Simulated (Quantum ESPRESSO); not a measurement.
The system is ScTaN.

```
Ta Sc N
1.0
     3.08507    0.00000    0.00000
    -1.54253    2.67175    0.00000
     0.00000    0.00000   10.34014
Ta Sc N
2 2 2
Direct
  0.33333 0.66667 0.24563
  0.66667 0.33333 0.75437
  0.00000 0.00000 0.00000
  0.00000 0.00000 0.50000
  0.33333 0.66667 0.62984
  0.66667 0.33333 0.37016
```

The cell comes from a database or a generator and needn't be the stable form of this composition.

| Item | Value |
| --- | --- |
| Program | Quantum ESPRESSO 7.5 |
| Task | single point |
| Functional | PBE |
| Potentials or basis | SSSP 1.3 efficiency PBE |
| Cutoff | 816 eV |
| Density cutoff | 6531 eV |
| k mesh | 10 × 10 × 3 |
| Occupations | fermi-dirac, width 0.05 eV |
| Spin | no spin polarisation |

On this cell: pressure -0.5 GPa; largest force 0.029 eV/Å; band gap on the k mesh none (metal or under the smearing width).

The same run follows on a disturbed copy (atoms moved at random, drawn with an rms of 0.05 Å):

```
CELL_PARAMETERS angstrom
3.08507 0.00000 0.00000
-1.54253 2.67175 0.00000
0.00000 0.00000 10.34014
ATOMIC_POSITIONS crystal
Ta 0.32860 0.65725 0.24890
Ta 0.66965 0.33669 0.74720
Sc 0.02118 0.99445 0.99675
Sc 0.00434 0.98179 0.49880
N 0.34592 0.68021 0.63276
N 0.65755 0.31258 0.37255
```

Problem. What does the disturbed cell give?

Solution. The energy (extrapolated to zero smearing) moves by +19.5 meV/atom; pressure 1.8 GPa; largest force 1.431 eV/Å; band gap on the k mesh none (metal or under the smearing width).

Forces on the atoms (eV/Å):
```
Ta   0.089 -0.170 -0.461
Ta   0.155  0.186  1.411
Sc  -0.172  0.015  0.141
Sc  -0.301  0.285  0.181
N    0.027 -0.605 -1.078
N    0.200  0.288 -0.194
```

Stress tensor (GPa, compression positive):
```
 1.67 -0.02 -0.09
-0.02  2.12 -0.37
-0.09 -0.37  1.70
```
